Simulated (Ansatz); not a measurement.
# V: single point with PBE

The system is V, a sheet with vacuum.

```xyz
1
Lattice="2.2955 0.0000 0.0000 0.0000 2.2955 0.0000 0.0000 0.0000 23.8000" Properties=species:S:1:pos:R:3 pbc="T T T"
V     1.1478    1.1478    7.0001
```

The cell was built by a generator and needn't be a form met in nature.

```
Program             : Ansatz 0.2.0
Task                : single point
Functional          : PBE
Potentials or basis : all-electron LAPW, scalar-relativistic
Cutoff              : 347 eV (chosen from the basis error)
Basis error allowed : 0.001 eV/atom
k mesh              : 11 × 11 × 1
Occupations         : fermi-dirac, width 0.05 eV
Spin                : collinear spin, ferromagnetic start
Starting moments    : [2.0] μB
```

```yaml
Band_gap_on_the_k_mesh: none (metal or under the smearing width)
Net_moment: 0.00 μB per cell
Absolute_moment: 0.00 μB per cell
Work_function: 5.03 eV
```

Stress tensor (GPa, compression positive):
```
-0.08  0.00  0.00
 0.00 -0.08  0.00
 0.00  0.00  0.00
```

Levels at points of the mesh, in eV from the Fermi level:
Spin up:
```tsv
k point	band 6	band 7	band 8	band 9	band 10	band 11	band 12	band 13
(0.00, 0.00, 0.00)	-36.86	-36.86	-4.43	-2.45	-1.03	0.27	2.91	2.91
```
Spin down:
```tsv
k point	band 7	band 8	band 9	band 10	band 11	band 12
(0.00, 0.00, 0.00)	-36.86	-4.43	-2.45	-1.03	0.27	2.91
```

Run time: 18 s on 2 threads of Intel(R) Xeon(R) Platinum 8375C CPU @ 2.90GHz (Ice Lake) (shared host), peak memory 0.55 GiB.

Caveat: the starting moments weren't kept.
